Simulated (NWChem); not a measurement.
# C2H4InN (SMILES [InH2][C]1=NC1) at 6 levels

Aim: a comparison of 6 runs (HF/def2-SVP, PBE/STO-3G, CAM-B3LYP/3-21G, PBE0/def2-SVP, BP86/def2-TZVP, TPSSh/def2-TZVP) of C2H4InN. 

The results are computed with NWChem 7.3.0.

## (1) The molecule

C2H4InN: 8 atoms, total charge 0, spin state singlet. As SMILES, `[InH2][C]1=NC1`. The shape comes from GFN2-xTB, which is rough for such elements, and wasn't checked as a minimum.

Bond lengths: In1–C2 2.170 Å, C2–N3 1.261 Å, C2–C4 1.469 Å, N3–C4 1.484 Å, In1–H5 1.726 Å, In1–H6 1.719 Å, C4–H7 1.083 Å, C4–H8 1.083 Å. Some angles: In1–C2–N3 134.9°, In1–C2–C4 159.3°, N3–C2–C4 65.3°, C2–N3–C4 64.1°, C2–C4–N3 50.6°, C2–In1–H5 117.9°, C2–In1–H6 120.6°, C2–C4–H7 120.4°, C2–C4–H8 119.8°, N3–C4–H7 116.8°.

## (2) Energy and gradient at HF/def2-SVP (core potential) (run 1)

Contents of run.py:

```python
from ase import Atoms
from ase.calculators.nwchem import NWChem

atoms = Atoms(['In', 'C', 'N', 'C', 'H', 'H', 'H', 'H'], positions=[
    [-0.997130, 1.597530, -0.180960],
    [0.174540, -0.182540, 0.228070],
    [1.013820, -0.513590, 1.109470],
    [0.804780, -1.491760, 0.013590],
    [-1.345010, 1.976160, -1.828710],
    [-1.523000, 2.612540, 1.103170],
    [1.610530, -1.601900, -0.702230],
    [0.261470, -2.396440, 0.257590],
])

calc = NWChem(
    label='run',
    theory='scf',
    memory='2200 mb',
    basis='def2-SVP',
    basispar='spherical bse',
    scf={'nopen': '0', 'rhf': None, 'thresh': '1e-08', 'maxiter': '80'},
    **{'ecp bse': {'In library': 'def2-SVP'}},
)
atoms.calc = calc

forces = atoms.get_forces()
print("Total energy (eV):", round(atoms.get_potential_energy(), 6))
print("forces (eV/A):")
for s, f in zip(atoms.symbols, forces):
    print(f"{s:2s} {f[0]:10.5f} {f[1]:10.5f} {f[2]:10.5f}")
print("dipole (e A):", atoms.get_dipole_moment().round(4))
```

The run is started by

```bash
$ export ASE_NWCHEM_COMMAND="nwchem PREFIX.nwi > PREFIX.nwo"
$ python run.py
```

Output:

```text
Total energy (eV): -8748.49884
forces (eV/A):
In   -0.10058    0.13452   -0.15442
C     1.34206   -0.52106    1.37842
N    -1.25244    0.23757   -1.45638
C    -0.08978    0.53093    0.29958
H     0.00787   -0.04453   -0.12557
H     0.00951   -0.02103    0.18008
H     0.06659   -0.13869   -0.09981
H     0.01676   -0.17771   -0.02191
dipole (e A): [-0.3593  0.165  -0.3518]
```

The calculator wrote run.nwi:

```
title "run"

permanent_dir run

scratch_dir run

start run

geometry units angstrom nocenter noautosym noautoz
  In -9.9712999999999996e-01 1.5975299999999999e+00 -1.8096000000000001e-01
  C  1.7454000000000000e-01 -1.8254000000000001e-01 2.2806999999999999e-01
  N  1.0138199999999999e+00 -5.1358999999999999e-01 1.1094700000000000e+00
  C  8.0478000000000005e-01 -1.4917600000000000e+00 1.3590000000000000e-02
  H  -1.3450100000000000e+00 1.9761599999999999e+00 -1.8287100000000001e+00
  H  -1.5229999999999999e+00 2.6125400000000001e+00 1.1031700000000000e+00
  H  1.6105300000000000e+00 -1.6019000000000001e+00 -7.0223000000000002e-01
  H  2.6146999999999998e-01 -2.3964400000000001e+00 2.5758999999999999e-01
end

memory 2200 mb

basis spherical bse noprint
   * library def2-SVP
end

scf
  nopen 0
  rhf
  thresh 1e-08
  maxiter 80
end
ecp bse
  In library def2-SVP
end

task scf gradient
```

run.nwo:

```text
Northwest Computational Chemistry Package (NWChem) 7.3.0
             --------------------------------------------------------

           Job information
           ---------------

    nwchem branch   = 7.3.0
    use scalapack   = T
    input           = run.nwi
    prefix          = run.
    data base       = run/run.db
    status          = startup
    nproc           =        1

           Memory information
           ------------------

[... 5 lines left out ...]
    hardfail = no
[... 140 lines left out ...]
         Quadratically convergent ROHF
[... 15 lines left out ...]
       Final RHF  results
[... 4 lines left out ...]
      Two-electron energy =    344.924303503237
[... 41 lines left out ...]
                       ROHF Final Molecular Orbital Analysis
[... 284 lines left out ...]
                 ----------------------------------------
                 |  Time  |  1-e(secs)   |  2-e(secs)   |
                 ----------------------------------------
                 |  CPU   |       0.08   |       6.69   |
                 ----------------------------------------
                 |  WALL  |       0.08   |       6.69   |
                 ----------------------------------------

 Task  times  cpu:       36.5s     wall:       36.5s
 Total times  cpu:       36.5s     wall:       36.5s
```

It took 38 s on 1 thread of Intel Xeon Platinum 8488C (Sapphire Rapids), shared host; peak memory 0.099 GiB.

## (3) Energy and forces at PBE/STO-3G (run 2)

Contents of run.py:

```python
from ase import Atoms
from ase.calculators.nwchem import NWChem

system = Atoms(['In', 'C', 'N', 'C', 'H', 'H', 'H', 'H'], positions=[
    [-0.997130, 1.597530, -0.180960],
    [0.174540, -0.182540, 0.228070],
    [1.013820, -0.513590, 1.109470],
    [0.804780, -1.491760, 0.013590],
    [-1.345010, 1.976160, -1.828710],
    [-1.523000, 2.612540, 1.103170],
    [1.610530, -1.601900, -0.702230],
    [0.261470, -2.396440, 0.257590],
])

calc = NWChem(
    label='c2h4inn',
    theory='dft',
    memory='2200 mb',
    basis='STO-3G',
    basispar='spherical bse',
    dft={'xc': 'xpbe96 cpbe96', 'mult': '1', 'grid': 'xfine', 'convergence': 'energy 1e-08', 'iterations': '100', 'mulliken': None},
)
system.calc = calc

forces = system.get_forces()
print("Total energy (eV):", round(system.get_potential_energy(), 6))
print("forces (eV/A):")
for s, f in zip(system.symbols, forces):
    print(f"{s:2s} {f[0]:10.5f} {f[1]:10.5f} {f[2]:10.5f}")
print("dipole (e A):", system.get_dipole_moment().round(4))
```

The run is started by

```bash
$ export ASE_NWCHEM_COMMAND="nwchem PREFIX.nwi > PREFIX.nwo"
$ python run.py
```

Output:

```text
Total energy (eV): -158253.340594
forces (eV/A):
In    0.02597   -0.08767   -0.20142
C    -5.79583    4.96053   -4.13449
N     4.49002    0.09986    6.23400
C    -0.13149   -1.95198   -1.80538
H     0.46989   -0.52651    1.89470
H     0.67749   -1.34870   -1.44537
H     0.64113   -0.28287   -0.64015
H    -0.37708   -0.86261    0.09811
dipole (e A): [-0.3491  0.2572 -0.2782]
```

The calculator wrote c2h4inn.nwi:

```
title "c2h4inn"

permanent_dir c2h4inn

scratch_dir c2h4inn

start c2h4inn

geometry units angstrom nocenter noautosym noautoz
  In -9.9712999999999996e-01 1.5975299999999999e+00 -1.8096000000000001e-01
  C  1.7454000000000000e-01 -1.8254000000000001e-01 2.2806999999999999e-01
  N  1.0138199999999999e+00 -5.1358999999999999e-01 1.1094700000000000e+00
  C  8.0478000000000005e-01 -1.4917600000000000e+00 1.3590000000000000e-02
  H  -1.3450100000000000e+00 1.9761599999999999e+00 -1.8287100000000001e+00
  H  -1.5229999999999999e+00 2.6125400000000001e+00 1.1031700000000000e+00
  H  1.6105300000000000e+00 -1.6019000000000001e+00 -7.0223000000000002e-01
  H  2.6146999999999998e-01 -2.3964400000000001e+00 2.5758999999999999e-01
end

memory 2200 mb

basis spherical bse noprint
   * library STO-3G
end

dft
  xc xpbe96 cpbe96
  mult 1
  grid xfine
  convergence energy 1e-08
  iterations 100
  mulliken
end

task dft gradient
```

c2h4inn.nwo:

```text
Northwest Computational Chemistry Package (NWChem) 7.3.0
             --------------------------------------------------------

           Job information
           ---------------

    nwchem branch   = 7.3.0
    use scalapack   = T
    input           = c2h4inn.nwi
    prefix          = c2h4inn.
    data base       = c2h4inn/c2h4inn.db
    status          = startup
    nproc           =        1

           Memory information
           ------------------

[... 5 lines left out ...]
    hardfail = no
[... 109 lines left out ...]
  convergence criterion.
[... 40 lines left out ...]
          Spatial weights used:  Erf1
[... 32 lines left out ...]
 1-e energy   =   -8609.392221
[... 53 lines left out ...]
           Coulomb energy =     2679.345902662830
[... 413 lines left out ...]
          Convergence on density requested:  1.00D-05
[... 26 lines left out ...]
          total energy or number of iterations.
[... 36 lines left out ...]
                 ----------------------------------------
                 |  Time  |  1-e(secs)   |  2-e(secs)   |
                 ----------------------------------------
                 |  CPU   |       0.01   |       3.48   |
                 ----------------------------------------
                 |  WALL  |       0.01   |       3.48   |
                 ----------------------------------------

 Task  times  cpu:       29.1s     wall:       29.1s
 Total times  cpu:       29.1s     wall:       29.1s
```

Run time: 31 s. Hardware: 1 thread of Intel Xeon Platinum 8488C (Sapphire Rapids), shared host; peak memory 0.14 GiB.

Runs 3 to 4 aren't shown in full; the table further down has their settings and results.

## (4) Energy and gradient at BP86/def2-TZVP (core potential) (run 5)

Contents of test.xyz:

```xyz
8
C2H4InN
In    -0.997130     1.597530    -0.180960
C      0.174540    -0.182540     0.228070
N      1.013820    -0.513590     1.109470
C      0.804780    -1.491760     0.013590
H     -1.345010     1.976160    -1.828710
H     -1.523000     2.612540     1.103170
H      1.610530    -1.601900    -0.702230
H      0.261470    -2.396440     0.257590
```

Contents of run.py:

```python
from ase.io import read
from ase.calculators.nwchem import NWChem

mol = read('test.xyz')

calc = NWChem(
    label='test',
    theory='dft',
    memory='2200 mb',
    basis='def2-TZVP',
    basispar='spherical bse',
    dft={'xc': 'becke88 perdew86', 'mult': '1', 'grid': 'fine', 'convergence': 'energy 1e-08', 'iterations': '100', 'mulliken': None},
    **{'ecp bse': {'In library': 'def2-TZVP'}},
)
mol.calc = calc

forces = mol.get_forces()
print("Total energy (eV):", round(mol.get_potential_energy(), 6))
print("forces (eV/A):")
for s, f in zip(mol.symbols, forces):
    print(f"{s:2s} {f[0]:10.5f} {f[1]:10.5f} {f[2]:10.5f}")
print("dipole (e A):", mol.get_dipole_moment().round(4))
```

The run is started by

```bash
$ export ASE_NWCHEM_COMMAND="nwchem PREFIX.nwi > PREFIX.nwo"
$ python run.py
```

Output:

```text
Total energy (eV): -8804.572273
forces (eV/A):
In    0.00082   -0.00072   -0.11663
C    -0.63079    0.63671   -0.33604
N     0.61835    0.45601    1.24179
C    -0.11956   -0.55361   -0.65954
H     0.01856   -0.05091   -0.09174
H     0.00057   -0.02499    0.15427
H     0.27650   -0.10917   -0.26215
H    -0.16450   -0.35327    0.06999
dipole (e A): [-0.2948  0.1216 -0.2956]
```

The calculator wrote test.nwi:

```
title "test"

permanent_dir test

scratch_dir test

start test

geometry units angstrom nocenter noautosym noautoz
  In -9.9712999999999996e-01 1.5975299999999999e+00 -1.8096000000000001e-01
  C  1.7454000000000000e-01 -1.8254000000000001e-01 2.2806999999999999e-01
  N  1.0138199999999999e+00 -5.1358999999999999e-01 1.1094700000000000e+00
  C  8.0478000000000005e-01 -1.4917600000000000e+00 1.3590000000000000e-02
  H  -1.3450100000000000e+00 1.9761599999999999e+00 -1.8287100000000001e+00
  H  -1.5229999999999999e+00 2.6125400000000001e+00 1.1031700000000000e+00
  H  1.6105300000000000e+00 -1.6019000000000001e+00 -7.0223000000000002e-01
  H  2.6146999999999998e-01 -2.3964400000000001e+00 2.5758999999999999e-01
end

memory 2200 mb

basis spherical bse noprint
   * library def2-TZVP
end

dft
  xc becke88 perdew86
  mult 1
  grid fine
  convergence energy 1e-08
  iterations 100
  mulliken
end
ecp bse
  In library def2-TZVP
end

task dft gradient
```

test.nwo:

```text
Northwest Computational Chemistry Package (NWChem) 7.3.0
             --------------------------------------------------------

           Job information
           ---------------

    nwchem branch   = 7.3.0
    use scalapack   = T
    input           = test.nwi
    prefix          = test.
    data base       = test/test.db
    status          = startup
    nproc           =        1

           Memory information
           ------------------

[... 5 lines left out ...]
    hardfail = no
[... 113 lines left out ...]
  convergence criterion.
[... 40 lines left out ...]
          Spatial weights used:  Erf1
[... 32 lines left out ...]
 1-e energy   =    -820.368825
[... 45 lines left out ...]
           Coulomb energy =      379.593936814020
[... 1254 lines left out ...]
          Convergence on density requested:  1.00D-05
[... 26 lines left out ...]
          total energy or number of iterations.
[... 36 lines left out ...]
                 ----------------------------------------
                 |  Time  |  1-e(secs)   |  2-e(secs)   |
                 ----------------------------------------
                 |  CPU   |       0.14   |      35.15   |
                 ----------------------------------------
                 |  WALL  |       0.14   |      35.15   |
                 ----------------------------------------

 Task  times  cpu:      151.7s     wall:      151.7s
 Total times  cpu:      151.7s     wall:      151.7s
```

It took 2.6 min on 1 thread of Intel Xeon Platinum 8488C (Sapphire Rapids), shared host; peak memory 0.15 GiB.

## (5) Energy and gradient at TPSSh/def2-TZVP (core potential) (run 6)

Contents of m1.nw:

```
start m1
memory stack 880 mb heap 220 mb global 1100 mb
geometry units angstroms noautosym nocenter noautoz
  In   -0.997130    1.597530   -0.180960
  C     0.174540   -0.182540    0.228070
  N     1.013820   -0.513590    1.109470
  C     0.804780   -1.491760    0.013590
  H    -1.345010    1.976160   -1.828710
  H    -1.523000    2.612540    1.103170
  H     1.610530   -1.601900   -0.702230
  H     0.261470   -2.396440    0.257590
end
basis "ao basis" spherical bse
  * library def2-TZVP
end
ecp bse
  In library def2-TZVP
end
dft
  xc xctpssh
  grid fine
  convergence energy 1e-08
  maxiter 100
  mulliken
end
task dft gradient
```

The run is started by

```bash
$ nwchem m1.nw > m1.out
```

Output:

```text
[...]
          Wavefunction type:  closed shell.
          No. of atoms     :     8
          No. of electrons :    44
[...]
          Charge           :     0
          Spin multiplicity:     1
[...]
          AO basis - number of functions:   167
[...]
              XC Information
              --------------
                  TPSS hybrid Method XC Functional
                     Hartree-Fock (Exact) Exchange  0.100
                  TPSS metaGGA Exchange Functional  0.900
             TPSS03 metaGGA Correlation Functional  1.000
[...]
 d= 0,ls=0.0,diis     1   -323.3260963355 -4.79D+02  8.88D-03  4.59D-01    11.4
[...]
 d= 0,ls=0.0,diis    11   -323.3866866114 -2.37D-09  1.42D-07  5.45D-10   115.5
         Total DFT energy =     -323.386686611374
      One electron energy =     -822.630926479492
           Coulomb energy =      379.633573973151
    Exchange-Corr. energy =      -35.871093952761
 Nuclear repulsion energy =      155.481759847728
[...]
  wavefunction    = closed shell
                         DFT ENERGY GRADIENTS
    atom               coordinates                        gradient
                 x          y          z           x          y          z
   1 In     -1.884302   3.018894  -0.341965    0.000009   0.000041   0.002315
   2 C       0.329833  -0.344951   0.430990    0.005492  -0.007714   0.001667
   3 N       1.915842  -0.970544   2.096594   -0.005546  -0.007080  -0.013959
   4 C       1.520814  -2.819018   0.025681    0.002546   0.007709   0.010408
   5 H      -2.541700   3.734401  -3.455761   -0.000770   0.001419  -0.000199
   6 H      -2.878053   4.936985   2.084689   -0.000687   0.001743  -0.001396
   7 H       3.043460  -3.027152  -1.327022   -0.001580   0.001409   0.001577
   8 H       0.494107  -4.528615   0.486775    0.000536   0.002474  -0.000412
[...]
```

Run time: 2.7 min. Hardware: 1 thread of Intel Xeon Platinum 8488C (Sapphire Rapids), shared host; peak memory 0.15 GiB.

## (6) All runs side by side

```
run                             level  core potential  iteration cap   energy (Eh)  dipole moment (D)  HOMO energy (eV)  LUMO energy (eV)  wall time
  1      HF/def2-SVP (core potential)        def2-SVP             80   -321.501405               2.54             -9.91              0.33       38 s
  2                        PBE/STO-3G               –            100  -5815.703046               2.47             -3.14             -0.14       31 s
  3                   CAM-B3LYP/3-21G               –            100  -5849.853255               2.27             -8.10             -1.35       42 s
  4    PBE0/def2-SVP (core potential)        def2-SVP            100   -323.125825               2.21             -7.04             -2.30       62 s
  5   BP86/def2-TZVP (core potential)       def2-TZVP            100   -323.562066               2.09             -6.00             -3.20    2.6 min
  6  TPSSh/def2-TZVP (core potential)       def2-TZVP            100   -323.386687               2.16             -6.40             -2.64    2.7 min
```

## (7) Summary of results

| quantity | value |
| --- | --- |
| run 6: total energy | -323.38669 Eh |
| run 6: dipole moment | 2.16 D |
| run 6: HOMO energy | -6.40 eV |
| run 6: LUMO energy | -2.64 eV |
| run 6: HOMO–LUMO gap | 3.75 eV |
| run 6: largest force on an atom | 0.854 eV/Å |

What this shows: The dipole moment (its size) runs from 2.09 D (BP86/def2-TZVP) to 2.54 D (HF/def2-SVP). The two ends differ in method and basis. The HOMO–LUMO gap runs from 2.80 eV (BP86/def2-TZVP) to 10.24 eV (HF/def2-SVP). Totals of different functionals can't be ranked against each other. Some runs of one species differ in core potentials or relativity; totals across that change don't compare. In run 2 the basis is minimal, so the values are rough. In runs 2, 3 relativity is left out where basis or elements ask for it. All runs together took 8.2 min, the longest 2.7 min.
